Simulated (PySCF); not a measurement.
# TiO2 (titanium dioxide) at 4 levels

We compute a comparison of 4 runs (HF/STO-3G, HF/3-21G, B3LYP/6-31G*, SCS-MP2/aug-cc-pVDZ) of TiO2 (titanium dioxide). The job is set up through a Python script.

The results are computed with PySCF 2.14.0.

1 further run of the same task is left out (set aside as unsound or not needed).

## Step 1: The molecule

TiO2 has 3 atoms, charge 0, and is taken as a singlet. SMILES: `[O]=[Ti]=[O]`. Geometry: relaxed at PBE0-D4/def2-TZVP.

Bond lengths: O1–Ti2 1.628 Å, Ti2–O3 1.628 Å. Angles: O1–Ti2–O3 111.8°.

## Step 2: A single-point energy at HF/STO-3G (run 1)

Input file calc.py:

```python
from pyscf import gto, scf

mol = gto.M(
    atom='''
O      1.740438     1.755178     0.840172
Ti     0.255113    -0.929745     0.626633
O     -1.995740    -0.825432    -1.466805
''',
    unit='bohr',
    basis='sto-3g',
    verbose=3,
    max_memory=1860,
)

mf = scf.RHF(mol)
mf.conv_tol = 1e-10
mf.kernel()
if not mf.converged:
    mf = mf.newton().run(mf.mo_coeff, mf.mo_occ)

etot = mf.e_tot
print('E = %.10f Eh' % etot)
```

On the command line:

```
$ OMP_NUM_THREADS=1 python calc.py
```

The program printed:

```text
converged SCF energy = -987.452600709783
E = -987.4526007098 Eh
```

Wall time 0.62 s (1 thread of Arm Neoverse V2, shared host); peak memory 0.1 GiB.

## Step 3: A single-point energy at HF/3-21G (run 2)

calc.py: that of step 2 with these lines changed.

```diff
@@ -1,4 +1,4 @@
-from pyscf import gto, scf
+from pyscf import gto
 
-mol = gto.M(
+system = gto.M(
     atom='''
@@ -8,9 +8,9 @@
 ''',
+    verbose=4,
+    basis='3-21g',
+    max_memory=1860,
     unit='bohr',
-    basis='sto-3g',
-    verbose=3,
-    max_memory=1860,
 )
 
-mf = scf.RHF(mol)
+mf = system.RHF()
 mf.conv_tol = 1e-10
```

On the command line:

```
$ OMP_NUM_THREADS=1 python calc.py
```

The program printed:

```text
PySCF version 2.14.0

[INPUT] num. atoms = 3
[INPUT] num. electrons = 38
[INPUT] charge = 0
[INPUT] spin (= nelec alpha-beta = 2S) = 0
[INPUT] symmetry False subgroup None
[INPUT] Mole.unit = bohr
[INPUT] Symbol           X                Y                Z      unit          X                Y                Z       unit  Magmom
[INPUT]  1 O      0.921000126619   0.928800198708   0.444599875653 AA    1.740438000000   1.755178000000   0.840172000000 Bohr   0.0
[INPUT]  2 Ti     0.134999985809  -0.491999865967   0.331599903210 AA    0.255113000000  -0.929745000000   0.626633000000 Bohr   0.0
[INPUT]  3 O     -1.056100126921  -0.436799803564  -0.776199778864 AA   -1.995740000000  -0.825432000000  -1.466805000000 Bohr   0.0

nuclear repulsion = 127.009919252427
number of shells = 21
number of NR pGTOs = 84
number of NR cGTOs = 45
basis = 3-21g
ecp = {}

******** <class 'pyscf.scf.hf.RHF'> ********
method = RHF
initial guess = minao
damping factor = 0
level_shift factor = 0
DIIS = <class 'pyscf.scf.diis.CDIIS'>
diis_start_cycle = 1
diis_space = 8
diis_damp = 0
SCF conv_tol = 1e-10
SCF conv_tol_grad = None
SCF max_cycles = 50
direct_scf = True
direct_scf_tol = 1e-13
Set gradient conv threshold to 1e-05
Initial guess from minao.
init E= -992.029935415289
  HOMO = -0.477738414035247  LUMO = -0.153172432360042  gap/eV = 8.83189
cycle= 1 E= -992.53151714724  delta_E= -0.502  |g|= 1.48  |ddm|= 2.31
  HOMO = -0.166033322496968  LUMO = -0.155798554788166  gap/eV = 0.27850
cycle= 2 E= -986.375254866814  delta_E= 6.16  |g|=    6  |ddm|=  3.8
  HOMO = -0.266723430836885  LUMO = -0.077058159784142  gap/eV = 5.16105
cycle= 3 E= -993.108206011902  delta_E= -6.73  |g|= 0.319  |ddm|= 3.24
  HOMO = -0.36041958327905  LUMO = -0.0413037571346879  gap/eV = 8.68358
cycle= 4 E= -993.123366820043  delta_E= -0.0152  |g|= 0.107  |ddm|= 0.151
  HOMO = -0.368353043775276  LUMO = -0.0295284704511234  gap/eV = 9.21989
cycle= 5 E= -993.126560645268  delta_E= -0.00319  |g|= 0.0244  |ddm|= 0.0882
  HOMO = -0.373209531385533  LUMO = -0.0306179563734412  gap/eV = 9.32239
cycle= 6 E= -993.127047173333  delta_E= -0.000487  |g|= 0.00914  |ddm|= 0.0514
  HOMO = -0.375190978156469  LUMO = -0.0303785939527725  gap/eV = 9.38282
cycle= 7 E= -993.127218690231  delta_E= -0.000172  |g|= 0.00371  |ddm|= 0.0398
  HOMO = -0.376043600283088  LUMO = -0.0303389821429607  gap/eV = 9.40710
cycle= 8 E= -993.127244999723  delta_E= -2.63e-05  |g|= 0.00216  |ddm|= 0.0137
  HOMO = -0.376183230304698  LUMO = -0.0302768242337899  gap/eV = 9.41259
cycle= 9 E= -993.127250935582  delta_E= -5.94e-06  |g|= 0.00152  |ddm|= 0.00511
  HOMO = -0.3761785873904  LUMO = -0.0302345839495133  gap/eV = 9.41362
cycle= 10 E= -993.127254523986  delta_E= -3.59e-06  |g|= 0.000674  |ddm|= 0.00483
  HOMO = -0.376095809152022  LUMO = -0.030238610739425  gap/eV = 9.41125
cycle= 11 E= -993.127255559438  delta_E= -1.04e-06  |g|= 0.000266  |ddm|= 0.00306
  HOMO = -0.376049479762536  LUMO = -0.0302321502653973  gap/eV = 9.41017
cycle= 12 E= -993.127255691385  delta_E= -1.32e-07  |g|= 9.39e-05  |ddm|= 0.00104
  HOMO = -0.376046098562136  LUMO = -0.0302324016713125  gap/eV = 9.41007
cycle= 13 E= -993.127255710443  delta_E= -1.91e-08  |g|= 3.25e-05  |ddm|= 0.000415
  HOMO = -0.376045632281388  LUMO = -0.0302337303586162  gap/eV = 9.41002
cycle= 14 E= -993.127255712347  delta_E= -1.9e-09  |g|= 2.01e-05  |ddm|= 0.000126
  HOMO = -0.376046743014578  LUMO = -0.030232353929077  gap/eV = 9.41009
cycle= 15 E= -993.127255712591  delta_E= -2.45e-10  |g|= 7.79e-06  |ddm|= 3.22e-05
  HOMO = -0.376047130086045  LUMO = -0.0302319575013548  gap/eV = 9.41011
cycle= 16 E= -993.127255712715  delta_E= -1.23e-10  |g|= 2.78e-06  |ddm|= 3.24e-05
  HOMO = -0.376047863719629  LUMO = -0.0302318227920342  gap/eV = 9.41013
cycle= 17 E= -993.127255712725  delta_E= -1e-11  |g|= 8.3e-07  |ddm|= 1.01e-05
  HOMO = -0.376047923397548  LUMO = -0.0302317686692635  gap/eV = 9.41014
Extra cycle  E= -993.127255712725  delta_E= -4.55e-13  |g|= 5.62e-07  |ddm|= 1.3e-06
converged SCF energy = -993.127255712725
E = -993.1272557127 Eh
```

It took 0.79 s on 1 thread of Arm Neoverse V2, shared host; peak memory 0.12 GiB.

Run 3 isn't shown in full; the table further down has it.

## Step 4: A single-point energy at SCS-MP2/aug-cc-pVDZ (run 4)

Input file input.py:

```python
from pyscf import gto, scf, mp

mol = gto.M(
    atom='''
O        0.921000       0.928800       0.444600
Ti       0.135000      -0.492000       0.331600
O       -1.056100      -0.436800      -0.776200
''',
    spin=0,
    verbose=3,
    max_memory=1860,
    basis='aug-cc-pvdz',
)

mf = scf.RHF(mol)
mf.conv_tol = 1e-10
mf.kernel()
if not mf.converged:
    mf = mf.newton().run(mf.mo_coeff, mf.mo_occ)

pt = mp.MP2(mf, frozen=7).run()
e_final = mf.e_tot + 1.2 * pt.e_corr_os + pt.e_corr_ss / 3
print('E(%s) = %.9f' % ('SCS-MP2', e_final))
```

On the command line:

```
$ OMP_NUM_THREADS=1 python input.py
```

The program printed:

```text
converged SCF energy = -998.145124855925
E(RMP2) = -998.966767259785  E_corr = -0.821642403860493
E(SCS-RMP2) = -998.911548364557  E_corr = -0.766423508632117
E(SCS-MP2) = -998.911548365
```

Wall time 4.5 s (1 thread of Arm Neoverse V2, shared host); peak memory 0.28 GiB.

## Step 5: All runs side by side

```tsv
run	level	integration grid	frozen core orbitals	energy (Eh)	dipole moment (D) of the reference	HOMO energy (eV)	LUMO energy (eV)	wall time
1	HF/STO-3G	–	–	-987.452601	6.55	-6.47	3.17	0.62 s
2	HF/3-21G	–	–	-993.127256	7.78	-10.23	-0.82	0.79 s
3	B3LYP/6-31G* (spherical functions)	5	–	-999.892739	6.57	-6.50	-3.00	8.4 s
4	SCS-MP2/aug-cc-pVDZ	–	7	-998.911548	7.92	-11.19	-1.22	4.5 s
```

## Step 6: Outcome

```
                                          quantity          value
                               run 4: total energy  -998.91155 Eh
       run 4: dipole moment (Hartree–Fock density)         7.92 D
        run 4: HOMO energy (Hartree–Fock orbitals)      -11.19 eV
        run 4: LUMO energy (Hartree–Fock orbitals)       -1.22 eV
      run 4: HOMO–LUMO gap (Hartree–Fock orbitals)        9.96 eV
run 4: correlation energy (7 core orbitals frozen)     -766.4 mEh
```

**Reading.** Over runs 1, 2, 3 the dipole moment (its size) runs from 6.55 D (HF/STO-3G) to 7.78 D (HF/3-21G). Over runs 1, 2, 3 the HOMO–LUMO gap runs from 3.49 eV (B3LYP/6-31G*) to 9.64 eV (HF/STO-3G). The two ends differ in method and basis. In run 1 the basis is minimal, so the values are rough. All runs together took 14 s, the longest 8.4 s.
